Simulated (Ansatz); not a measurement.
# GeH4NO+ (SMILES [NH2][GeH+][OH]): functionals against CCSD(T) at one geometry

The task here is to estimate one member of a computed series from the others.

Computed with Ansatz 0.2.0, Gaussian basis. Level: single points in def2-TZVPP.

Cores are frozen in the correlated methods. Filled d shells of the heavier atoms are correlated.

### Starting geometry

SMILES `[NH2][GeH+][OH]`, 7 atoms, charge 1, spin multiplicity 1.

Atoms are counted from 1 here; the program's logs count them from 0.

Bond lengths: N1–Ge2 1.688 Å, N1–H4 0.999 Å, N1–H5 0.988 Å, Ge2–O3 1.610 Å, Ge2–H6 1.476 Å, O3–H7 0.953 Å. Angles: Ge2–N1–H4 124.8°, Ge2–N1–H5 123.8°, H4–N1–H5 111.3°, N1–Ge2–O3 121.9°, N1–Ge2–H6 130.0°, O3–Ge2–H6 108.1°, Ge2–O3–H7 134.2°.

As a file:

```xyz
7
charge 1, multiplicity 1
N    -1.1455   -0.3241    0.1400
Ge    0.4760    0.0305    0.4455
O     1.4749    0.5171   -0.7190
H    -1.8084   -0.6046    0.8323
H    -1.5723   -0.2268   -0.7462
H     1.2361   -0.0192    1.7102
H     1.3880    0.6442   -1.6597
```

Set-up of the first run:

The input, run/in.yaml:

```yaml
crystal:
  periodic: [false, false, false]
  atoms:
    - {symbol: N, position_ang: [-1.145500, -0.324100, 0.140000]}
    - {symbol: Ge, position_ang: [0.476000, 0.030500, 0.445500]}
    - {symbol: O, position_ang: [1.474900, 0.517100, -0.719000]}
    - {symbol: H, position_ang: [-1.808400, -0.604600, 0.832300]}
    - {symbol: H, position_ang: [-1.572300, -0.226800, -0.746200]}
    - {symbol: H, position_ang: [1.236100, -0.019200, 1.710200]}
    - {symbol: H, position_ang: [1.388000, 0.644200, -1.659700]}
basis:
  gaussian: {orbitals: def2-TZVPP}
total_charge: 1
correlation: {method: ccsd_t}
output: {forces: true}
```

The command line of these runs was not kept.

Steps of the session up to this table: CCSD(T)/def2-TZVPP; PBE0-D4/def2-TZVPP; wB97M-V/def2-TZVPP; r2SCAN-D4/def2-TZVPP; PBE-D4/def2-TZVPP; r2SCAN0-D4/def2-TZVPP; LC-wPBE/def2-TZVPP.

One table of the session follows, with a row left open; its other results are not shown here.

```
    method  RMS force component (eV/Å)  angle to CCSD(T) forces (°)
   CCSD(T)                       1.132                    reference
   PBE0-D4                       1.093                          2.6
   wB97M-V                           ?                            ?
 r2SCAN-D4                       1.111                          1.8
    PBE-D4                       1.263                          7.7
r2SCAN0-D4                       1.014                          5.2
   LC-wPBE                       1.024                          5.1
```

Q: Estimate the row for wB97M-V from the others.

**Answer.** RMS force component (eV/Å): 1.134; angle to CCSD(T) forces (°): 1.9. In the column «RMS force component (eV/Å)» it lies between CCSD(T) (1.132) and PBE-D4 (1.263).
